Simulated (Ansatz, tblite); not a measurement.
## A script for Cl (GFN1-xTB)

These are simulated results from tblite 0.8.0, not measurements. The cell began as a database structure and was relaxed with r2SCAN+rVV10 in plane waves (Ansatz 0.2.0). All runs are without spin polarisation.

The symmetry is Cmce (No. 64, orthorhombic); conventional cell a = 6.250 Å, b = 4.014 Å, c = 8.147 Å, 25.55 Å³ an atom. Cl has 1 Cl at 2.02 Å.

tblite solves periodic systems at the zone centre alone, so the script builds a cluster of 2×3×1 conventional cells (48 atoms), which folds in a coarse mesh of k points.

Input script:

```python
import json
from ase import Atoms
from ase.build import make_supercell
from ase.units import Bohr, GPa, Hartree
from tblite.interface import Calculator

atoms = Atoms(['Cl', 'Cl', 'Cl', 'Cl'],
              cell=[[3.12523681, -2.00724515, 0.0], [3.12523681, 2.00724515, 0.0], [0.0, 0.0, 8.14655994]],
              scaled_positions=[[0.875635012, 0.124364988, 0.607478324], [0.124364988, 0.875635012, 0.392521676], [0.624364988, 0.375635012, 0.107478324], [0.375635012, 0.624364988, 0.892521676]],
              pbc=True)
cluster = make_supercell(atoms, [[2, 2, 0], [-3, 3, 0], [0, 0, 1]])
calc = Calculator('GFN1-xTB', cluster.numbers, cluster.positions / Bohr, lattice=cluster.cell[:] / Bohr, periodic=cluster.pbc)
calc.set('temperature', 0.02 / Hartree)
calc.set('max-iter', 150)
res = calc.singlepoint()
levels = res.get('orbital-energies') * Hartree
nv = round(res.get('orbital-occupations').sum() / 2)
cells = len(cluster) // len(atoms)
out = {'energy_per_cell': res.get('energy') * Hartree / cells, 'homo': levels[nv - 1], 'lumo': levels[nv],
       'stress': (-res.get('virial') * Hartree / cluster.get_volume() / GPa).tolist(), 'charges': res.get('charges')[:len(atoms)].tolist(), 'electrons': 2 * nv / cells}
json.dump(out, open('results.json', 'w'))
for key, value in out.items():
    print(key, value)
```

Command: `python run.py`. It took 1.4 s on 1 thread of Arm Neoverse V1 (shared host), peak memory 0.12 GiB.

What it printed:

```
------------------------------------------------------------
  cycle        total energy    energy error   density error
------------------------------------------------------------
      1     -203.6368428906  -2.0347590E+02   2.8975975E-02
      2     -203.6368618172  -1.8926577E-05   1.7270993E-02
      3     -203.6368709726  -9.1554444E-06   2.6415111E-04
      4     -203.6368710018  -2.9141262E-08   7.0893006E-05
      5     -203.6368710041  -2.3085533E-09   1.6031115E-09
------------------------------------------------------------

 total:                                   0.735 sec
energy_per_cell -461.7701254738474
homo -11.608681044484689
lumo -8.641381746588674
stress [[0.003098392184982937, -1.1461481505304997e-15, 2.323833010780153e-16], [-1.1448772384230673e-15, -1.0125362637652178, -4.2929917191310926e-08], [2.3040331327899605e-16, -4.2929917213856335e-08, -1.371331846456726]]
charges [-3.225637962289696e-08, -8.81435118574303e-08, -8.112596899811919e-09, 3.123542225563769e-08]
electrons 28.0
```

The cycle table is in hartree for the whole cluster, and the lines after it are in eV (the energy for one cell). The printed stress is in GPa and positive in compression, and the pressure is its mean diagonal.

GFN1-xTB gives a gap of 2.97 eV. On the same cell, plane-wave PBE (Ansatz, 8×8×4 k points and the special points) gives a gap of 2.20 eV and r2SCAN a gap of 2.57 eV; on shared hosts these took about 7.4 and 20 core-seconds on the 4-atom cell, against 1.4 for the script. Semilocal gaps usually lie below measured ones. xTB was fitted to molecules, so gaps, charges and pressures of solids can be far off, and the gap also depends on the size of the cluster.

The same script was run on cells scaled at fixed shape and fractional coordinates:

| volume (Å³/atom) | energy (meV/atom) | pressure (GPa, positive in compression) | gap (eV) |
| --- | --- | --- | --- |
| 22.49 | 28.6 | 4.37 | 3.22 |
| 24.02 | 2.1 | 1.35 | 3.10 |
| 25.55 | 0.0 | -0.79 | 2.97 |
| 27.09 | 15.3 | -2.33 | 2.83 |
| 28.62 | 43.1 | -3.43 | 2.70 |

A Birch-Murnaghan fit puts the minimum at 24.92 Å³/atom, 2.5 % below the given cell, with a bulk modulus of 33.7 GPa at fixed shape.

xTB was fitted mostly to molecules, and a small cluster samples few k points, so gaps, pressures and kinks along a curve can be far from a solid's.
